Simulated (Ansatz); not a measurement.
**B₂Cl₆: basis-set convergence**

One table from this session's results is given with a row withheld; the runs are named, their logs left out.

Computed with Ansatz 0.2.0, Gaussian basis. Level: one geometry, several basis sets.

The runs, in order: PBE0-D4/def2-SVP; ωB97M-V/def2-SVP; PBE0-D4/def2-QZVPP; ωB97M-V/def2-QZVPP; the functionals' def2-TZVPP values are taken from earlier runs.

## The geometry

The geometry comes from an earlier relaxation with PBE0-D4 in a triple-zeta def2 set; it is a stationary point, not always the lowest conformer.

SMILES `Cl[B-]1(Cl)[Cl+][B-](Cl)(Cl)[Cl+]1`, 8 atoms, charge 0, spin multiplicity 1.

Atoms are counted from 1 here; the program's logs count them from 0.

Bond lengths: Cl1–B2 1.765 Å, B2–Cl3 1.765 Å, B2–Cl4 1.974 Å, B2–Cl8 1.975 Å, Cl4–B5 1.975 Å, B5–Cl6 1.765 Å, B5–Cl7 1.765 Å, B5–Cl8 1.975 Å. Angles: Cl1–B2–Cl3 118.7°, Cl1–B2–Cl4 110.6°, Cl1–B2–Cl8 110.6°, Cl3–B2–Cl4 110.6°, Cl3–B2–Cl8 110.6°, Cl4–B2–Cl8 92.8°, B2–Cl4–B5 87.2°, Cl4–B5–Cl6 110.6°, Cl4–B5–Cl7 110.6°, Cl4–B5–Cl8 92.8°, Cl6–B5–Cl7 118.7°, Cl6–B5–Cl8 110.6°, Cl7–B5–Cl8 110.6°, B2–Cl8–B5 87.2°.

The first run:

in.yaml reads:

```yaml
crystal:
  periodic: [false, false, false]
  atoms:
    - {symbol: Cl, position_ang: [1.699840, -0.926433, 1.921979]}
    - {symbol: B, position_ang: [0.643267, -1.082804, 0.517267]}
    - {symbol: Cl, position_ang: [0.432580, -2.676302, -0.210932]}
    - {symbol: Cl, position_ang: [1.115295, 0.252361, -0.858637]}
    - {symbol: B, position_ang: [-0.642801, 1.083543, -0.516473]}
    - {symbol: Cl, position_ang: [-0.443620, 2.684262, 0.198977]}
    - {symbol: Cl, position_ang: [-1.695680, 0.908724, -1.921734]}
    - {symbol: Cl, position_ang: [-1.108879, -0.243361, 0.869544]}
basis:
  gaussian: {orbitals: def2-SVP}
hamiltonian: {xc: pbe0, dispersion: d4}
output: {orbitals: {seedname: orbitals}}
```

The run is started by

```console
$ ansatz run in.yaml --threads 4 --pin off --events-out ev --progress --plain --max-ram 11315MiB
```

Among the steps run: PBE0-D4 in def2-SVP; ωB97M-V in def2-SVP; PBE0-D4 in def2-QZVPP; ωB97M-V in def2-QZVPP.

One of the session's tables, all rows but one given; the rest of the session is left out.

It belongs to the step «Density functionals: the series». 

| functional | basis | HOMO (eV) |
| --- | --- | --- |
| PBE0-D4 | def2-SVP | -8.95 |
| PBE0-D4 | def2-TZVPP | -9.06 |
| PBE0-D4 | def2-QZVPP | -9.10 |
| ωB97M-V | def2-SVP | -11.14 |
| ωB97M-V | def2-TZVPP | ? |
| ωB97M-V | def2-QZVPP | -11.36 |

Estimate the missing values for ωB97M-V, def2-TZVPP.

The run gave: HOMO (eV): -11.31. In the column «HOMO (eV)» it lies between ωB97M-V, def2-QZVPP (-11.36) and ωB97M-V, def2-SVP (-11.14).
